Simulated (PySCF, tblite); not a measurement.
# C7H14FNSi: geometry, infrared bands and NMR shifts

Aim: predict the infrared bands and NMR shifts of C7H14FNSi (`CCC(/C=N\C)=C/[SiH2]CF`).

Programs: tblite 0.8.0 and PySCF 2.14.0, with density-fitted response routines of our own. Each step states its level of theory. These are calculated values for one molecule in the gas phase, unless marked as measured. Atoms are numbered from 0 throughout.

## 1. Starting geometry

24 atoms, charge 0, multiplicity 1; geometry from: force field or distance geometry start.

Bonds of the start (Å): C0–C1 1.53, C1–C2 1.51, C2–C3 1.50, C3–N4 1.27, N4–C5 1.45, C2–C6 1.34, C6–Si7 1.85, Si7–C8 1.85, C8–F9 1.36, C0–H10 1.10, C0–H11 1.09, C0–H12 1.08, C1–H13 1.10, C1–H14 1.09, C3–H15 1.10, C5–H16 1.10, C5–H17 1.09, C5–H18 1.10, C6–H19 1.09, Si7–H20 1.49, Si7–H21 1.48, C8–H22 1.09, C8–H23 1.08.

## 2. Relaxing the molecule with GFN2-xTB

The job: settings as JSON, then the geometry in Å.

```
{"job": {"kind": "relax", "xc": "GFN2-xTB", "basis": "xTB"}, "charge": 0, "multiplicity": 1}
C     -1.603600    -2.657700    -0.149500
C     -1.783500    -1.237000     0.381800
C     -0.526000    -0.414700     0.221500
C     -0.291700     0.091000    -1.175100
N     -0.498500     1.249500    -1.650800
C     -1.126100     2.273000    -0.833300
C      0.309200    -0.116000     1.220800
Si     1.889900     0.839600     1.217900
C      2.949900     0.575600    -0.271200
F      3.126900    -0.758100    -0.473700
H     -2.528600    -3.235100     0.021800
H     -0.788900    -3.176700     0.349600
H     -1.421400    -2.650500    -1.215800
H     -2.046900    -1.299800     1.450000
H     -2.624300    -0.743900    -0.110600
H      0.125900    -0.682900    -1.828900
H     -0.360600     2.877400    -0.318900
H     -1.694700     2.942000    -1.476500
H     -1.824300     1.876200    -0.087500
H      0.094000    -0.497200     2.223900
H      1.553900     2.281900     1.381400
H      2.625700     0.458000     2.445200
H      2.506200     1.000400    -1.168300
H      3.925700     1.024800    -0.146400
```

Command:

```bash
$ OMP_NUM_THREADS=1 python probes_run.py task.json out
```

One launch serves the whole session: the jobs run in the order shown.

**Question.** This job is followed by: GFN2-xTB harmonic vibrations, gas phase; GIAO PBE0/pcSseg-1 NMR shielding, non-relativistic, gas phase. What will the session give for the following? strongest single infrared mode (GFN2-xTB); zero-point energy (GFN2-xTB); 13C shifts against TMS (PBE0/pcSseg-1); 1H shifts against TMS (PBE0/pcSseg-1, means over atoms taken as alike); 15N shifts against NH3 (PBE0/pcSseg-1); 29Si shifts against TMS (PBE0/pcSseg-1); 19F shifts against CFCl3 (PBE0/pcSseg-1).

**Answer**, as computed:

| quantity | value |
| --- | --- |
| strongest single infrared mode (GFN2-xTB) | 2219 cm⁻¹, 338 km/mol |
| zero-point energy (GFN2-xTB) | 119.7 kcal/mol |
| 13C shifts against TMS (PBE0/pcSseg-1) | 172.1, 171.9, 121.4, 76.0, 43.0, 40.7, 17.5 ppm |
| 1H shifts against TMS (PBE0/pcSseg-1, means over atoms taken as alike) | 8.77, 5.89, 5.04, 4.23, 3.66, 2.33, 1.33 ppm |
| 15N shifts against NH3 (PBE0/pcSseg-1) | 387.9 ppm |
| 29Si shifts against TMS (PBE0/pcSseg-1) | -58.1 ppm |
| 19F shifts against CFCl3 (PBE0/pcSseg-1) | -306.9 ppm |

In words: Over 84 steps the energy fell by 0.236 eV; of the close pairs, Si7–C8 changed most, 1.847 to 1.920 Å. The lowest mode is slightly imaginary (2i cm⁻¹), a soft motion within the noise of the Hessian, so the minimum is not strictly shown. The strongest single mode, at 2219 cm⁻¹, moves mainly H20. Unscaled tight-binding wavenumbers are off by several per cent, some by more. Its intensities can rank the bands wrongly. At PBE0/pcSseg-1: Shielding is most anisotropic at N4 (span 788 ppm, paramagnetic term -448 ppm).
